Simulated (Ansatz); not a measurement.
# C3H10GeSi: the cost of one run

Method: RKS PBE/def2-SVP, in Ansatz 0.2.0.

**1. The structure to begin with**

Bond lengths: C1–C2 1.336 Å, C2–Si3 1.886 Å, C2–C4 1.540 Å, C4–Ge5 1.898 Å, C1–H6 1.159 Å, C1–H7 1.060 Å, Si3–H8 1.479 Å, Si3–H9 1.486 Å, Si3–H10 1.442 Å, C4–H11 1.152 Å, C4–H12 1.112 Å, Ge5–H13 1.546 Å, Ge5–H14 1.538 Å, Ge5–H15 1.550 Å. Angles (14 of 24 angles, heavy atoms first): C1–C2–Si3 122.3°, C1–C2–C4 115.7°, Si3–C2–C4 122.1°, C2–C4–Ge5 112.3°, C2–C1–H6 117.0°, C2–C1–H7 125.8°, C2–Si3–H8 106.5°, C2–Si3–H9 106.9°, C2–Si3–H10 108.5°, C2–C4–H11 105.1°, C2–C4–H12 108.4°, Ge5–C4–H11 110.4°, Ge5–C4–H12 114.0°, C4–Ge5–H13 107.0°.

Structure file:

```xyz
15

C     0.0189    1.0655    1.3758
C    -0.4541    0.1715    0.5029
Si   -2.1525    0.3479   -0.2987
C     0.4794   -1.0127    0.1882
Ge    1.9229   -0.5129   -0.9383
H    -0.6466    1.9886    1.5971
H     0.9665    1.0274    1.8501
H    -2.1243    1.6113   -1.0679
H    -3.1475    0.4026    0.8041
H    -2.3739   -0.7895   -1.1577
H    -0.1889   -1.7908   -0.3362
H     0.7955   -1.4755    1.1491
H     2.7441    0.5527   -0.1768
H     1.3704    0.1387   -2.2171
H     2.7682   -1.7756   -1.2453
```

**2. Relaxing end A**

Input file input.yaml:

```yaml
crystal:
  periodic: [false, false, false]
  atoms:
    - { symbol: C, position_ang: [0.0189, 1.0655, 1.3758] }
    - { symbol: C, position_ang: [-0.4541, 0.1715, 0.5029] }
    - { symbol: Si, position_ang: [-2.1525, 0.3479, -0.2987] }
    - { symbol: C, position_ang: [0.4794, -1.0127, 0.1882] }
    - { symbol: Ge, position_ang: [1.9229, -0.5129, -0.9383] }
    - { symbol: H, position_ang: [-0.6466, 1.9886, 1.5971] }
    - { symbol: H, position_ang: [0.9665, 1.0274, 1.8501] }
    - { symbol: H, position_ang: [-2.1243, 1.6113, -1.0679] }
    - { symbol: H, position_ang: [-3.1475, 0.4026, 0.8041] }
    - { symbol: H, position_ang: [-2.3739, -0.7895, -1.1577] }
    - { symbol: H, position_ang: [-0.1889, -1.7908, -0.3362] }
    - { symbol: H, position_ang: [0.7955, -1.4755, 1.1491] }
    - { symbol: H, position_ang: [2.7441, 0.5527, -0.1768] }
    - { symbol: H, position_ang: [1.3704, 0.1387, -2.2171] }
    - { symbol: H, position_ang: [2.7682, -1.7756, -1.2453] }
basis:
  gaussian: { orbitals: def2-SVP }
hamiltonian:
  xc: pbe
relax:
  f_tol: 0.015
  max_steps: 40
```

Command:

```console
ansatz run input.yaml --threads 2 --pin off --max-ram 3072MiB --backend cpu --events-out ev --progress --plain --runs-dir out
```

**Question.** How long does this run take on 2 threads of Arm Neoverse V2, shared host, and how much memory does it need?

About 86 s, with a peak of 0.2 GiB.
